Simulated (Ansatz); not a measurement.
# ClH6OPSi: the cost of one run

Method: RHF/def2-SVP, in Ansatz 0.2.0.

### 1 The starting structure

Bond lengths: Si1–O2 2.030 Å, O2–H3 1.010 Å, Si1–H4 1.460 Å, Si1–H5 1.459 Å, Si1–Cl6 2.128 Å, Si1–P7 2.480 Å, Cl6–P7 2.473 Å, P7–H8 1.420 Å, P7–H9 1.420 Å, P7–H10 1.582 Å. Angles (14 of 22 angles, heavy atoms first): O2–Si1–Cl6 109.5°, O2–Si1–P7 71.6°, Cl6–Si1–P7 64.4°, Si1–Cl6–P7 64.7°, Si1–P7–Cl6 50.9°, Si1–O2–H3 109.5°, O2–Si1–H4 109.5°, O2–Si1–H5 109.5°, H4–Si1–Cl6 109.5°, H4–Si1–P7 75.8°, H5–Si1–Cl6 109.5°, H5–Si1–P7 173.4°, Si1–P7–H8 109.5°, Si1–P7–H9 109.5°.

Coordinates:

```xyz
10

Si    0.0000    0.0000    0.0000
O     0.0000    0.0000    2.0300
H    -0.9095   -0.2814    2.3671
H     1.3768    0.0000   -0.4862
H    -0.6877    1.1914   -0.4862
Cl   -1.0032   -1.7381   -0.7093
P     0.9228   -2.1650    0.7820
H     0.0303   -3.2136    0.4353
H     2.1821   -2.3934    0.1669
H     0.4794   -1.1248    1.8891
```

### 2 A restrained relaxation towards end A

Springs on the bonds that form and break draw the guess towards this end; the thresholds are loose.

input.yaml reads:

```yaml
crystal:
  periodic: [false, false, false]
  atoms:
    - { symbol: Si, position_ang: [0.0, 0.0, 0.0] }
    - { symbol: O, position_ang: [0.0, 0.0, 2.03] }
    - { symbol: H, position_ang: [-0.9095, -0.2814, 2.3671] }
    - { symbol: H, position_ang: [1.3768, 0.0, -0.4862] }
    - { symbol: H, position_ang: [-0.6877, 1.1914, -0.4862] }
    - { symbol: Cl, position_ang: [-1.0032, -1.7381, -0.7093] }
    - { symbol: P, position_ang: [0.9228, -2.165, 0.782] }
    - { symbol: H, position_ang: [0.0303, -3.2136, 0.4353] }
    - { symbol: H, position_ang: [2.1821, -2.3934, 0.1669] }
    - { symbol: H, position_ang: [0.4794, -1.1248, 1.8891] }
basis:
  gaussian: { orbitals: def2-SVP }
hamiltonian:
  xc: hf
relax:
  f_tol: 0.15
  max_steps: 25
  restrain:
    - { distance: [0, 6], at: 3.38, k: 30.0 }
    - { distance: [9, 1], at: 2.21, k: 30.0 }
    - { distance: [0, 1], at: 1.68, k: 30.0 }
    - { distance: [9, 6], at: 1.42, k: 30.0 }
```

Command:

```sh
$ ansatz run input.yaml --threads 2 --pin off --max-ram 3072MiB --backend cpu --events-out ev --progress --plain --runs-dir out
```

What time and memory should one allow on 2 threads of Arm Neoverse V2, shared host?

About 15 s, with a peak of 0.2 GiB.
